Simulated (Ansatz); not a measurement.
# Tb3InOs: the cost of one run

Program: Ansatz 0.2.0. Level of theory: DFT PBE, scalar-relativistic, plane waves, PAW; 4f electrons in the core of a trivalent norm-conserving potential. These are calculated values, not measurements.

## (1) The system as given

It takes space group Pm-3m (No. 221, cubic). The conventional cell has a = 4.664 Å, b = 4.664 Å, c = 4.664 Å, α = 90.00°, β = 90.00°, γ = 90.00°. Tb (site symmetry 4/mmm) has 2 Os at 2.33 Å in its first shell of neighbours. In (site symmetry m-3m) is surrounded by 12 Tb at 3.30 Å. Os (site symmetry m-3m) is surrounded by 6 Tb at 2.33 Å.

Coordinates:

```
Tb In Os
1.0
     4.66434    0.00000    0.00000
     0.00000    4.66434    0.00000
     0.00000    0.00000    4.66434
Tb In Os
3 1 1
Direct
  0.00000 0.00000 0.50000
  0.50000 0.00000 0.00000
  0.00000 0.50000 0.00000
  0.50000 0.50000 0.50000
  0.00000 0.00000 0.00000
```

A structure generator made this guess: species swapped into a database cell of TlCuF3 (Pm-3m, No. 221), with In on the Tl sites, Os on the Cu sites and Tb on the F sites. The dimensions are guesses.

## (2) A first look at the guess

input.yaml reads:

```yaml
crystal:
  lattice:
    - [4.66434139, 0.0, 0.0]
    - [0.0, 4.66434139, 0.0]
    - [0.0, 0.0, 4.66434139]
  atoms:
    - { symbol: Tb, position: [0.0, 0.0, 0.5] }
    - { symbol: Tb, position: [0.5, 0.0, 0.0] }
    - { symbol: Tb, position: [0.0, 0.5, 0.0] }
    - { symbol: In, position: [0.5, 0.5, 0.5] }
    - { symbol: Os, position: [0.0, 0.0, 0.0] }
basis:
  ecutwfc: 690
kpoints:
  mp_grid: { grid: [4, 4, 4] }
hamiltonian:
  xc: pbe
  pseudopotentials:
    kind: paw
    azcp: { Tb: "pseudopotentials/pbe/nc/lanthanide_3plus/Tb.nc.azcp" }
scf:
  occupations: { method: gaussian, width: 0.1 }
  lower_state_search: "off"
output:
  forces: true
  stress: true
  eigenvalues: true
```

Command:

```
$ ansatz run input.yaml --threads 1 --pin off --max-ram 2560MiB --backend cpu --events-out ev --progress --plain --runs-dir out
```

**Question.** How long does this run take on 1 thread of Intel Xeon at 2.70GHz, shared host, and how much memory does it need?

About 5.7 s, with a peak of 0.44 GiB.
